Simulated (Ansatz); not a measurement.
# C2H4F2OSi: small, medium and large basis sets

One table from this session's results is given with a row withheld; the runs are named, their logs left out.

The runs use Ansatz 0.2.0, Gaussian basis; one geometry, several basis sets.

The runs, in order: PBE0-D4/def2-SVP; ωB97M-V/def2-SVP; PBE0-D4/def2-QZVPP; ωB97M-V/def2-QZVPP; the functionals' def2-TZVPP values are taken from earlier runs.

## The relaxed structure

The geometry comes from an earlier relaxation with PBE0-D4 in a triple-zeta def2 set; it is a stationary point, not always the lowest conformer.

SMILES `C=C(F)[SiH](O)F`, 10 atoms, charge 0, spin multiplicity 1.

Atoms are counted from 1 here; the program's logs count them from 0.

Bond lengths: C1–C2 1.324 Å, C1–H7 1.082 Å, C1–H8 1.084 Å, C2–F3 1.352 Å, C2–Si4 1.871 Å, Si4–O5 1.627 Å, Si4–F6 1.593 Å, Si4–H9 1.473 Å, O5–H10 0.959 Å. Angles: C2–C1–H7 119.5°, C2–C1–H8 121.8°, H7–C1–H8 118.7°, C1–C2–F3 119.4°, C1–C2–Si4 125.7°, F3–C2–Si4 114.9°, C2–Si4–O5 110.2°, C2–Si4–F6 106.5°, C2–Si4–H9 113.4°, O5–Si4–F6 111.4°, O5–Si4–H9 107.0°, F6–Si4–H9 108.3°, Si4–O5–H10 118.9°.

The first run:

The input, in.yaml:

```yaml
crystal:
  periodic: [false, false, false]
  atoms:
    - {symbol: C, position_ang: [-0.959596, -1.179643, 0.673823]}
    - {symbol: C, position_ang: [-0.191112, -0.124315, 0.894538]}
    - {symbol: F, position_ang: [-0.125006, 0.398861, 2.139123]}
    - {symbol: Si, position_ang: [0.879847, 0.731903, -0.378300]}
    - {symbol: O, position_ang: [0.485688, 0.227241, -1.874359]}
    - {symbol: F, position_ang: [0.625902, 2.295091, -0.205882]}
    - {symbol: H, position_ang: [-0.999576, -1.610760, -0.317862]}
    - {symbol: H, position_ang: [-1.544564, -1.636142, 1.464488]}
    - {symbol: H, position_ang: [2.318957, 0.474789, -0.201311]}
    - {symbol: H, position_ang: [-0.407439, 0.371875, -2.191357]}
basis:
  gaussian: {orbitals: def2-SVP}
hamiltonian: {xc: pbe0, dispersion: d4}
output: {orbitals: {seedname: orbitals}}
```

Among the steps run: PBE0-D4 in def2-SVP; ωB97M-V in def2-SVP; PBE0-D4 in def2-QZVPP; ωB97M-V in def2-QZVPP.

One table of the session follows, with a row left open; its other results are not shown here.

It belongs to the step «Density functionals: the series». 

| functional | basis | HOMO (eV) |
| --- | --- | --- |
| PBE0-D4 | def2-SVP | -7.97 |
| PBE0-D4 | def2-TZVPP | -8.09 |
| PBE0-D4 | def2-QZVPP | -8.12 |
| ωB97M-V | def2-SVP | ? |
| ωB97M-V | def2-TZVPP | -10.35 |
| ωB97M-V | def2-QZVPP | -10.38 |

Q: Estimate the row for ωB97M-V, def2-SVP from the others.

As computed: HOMO (eV): -10.21. In the column «HOMO (eV)» it lies between ωB97M-V, def2-TZVPP (-10.35) and PBE0-D4, def2-QZVPP (-8.12).
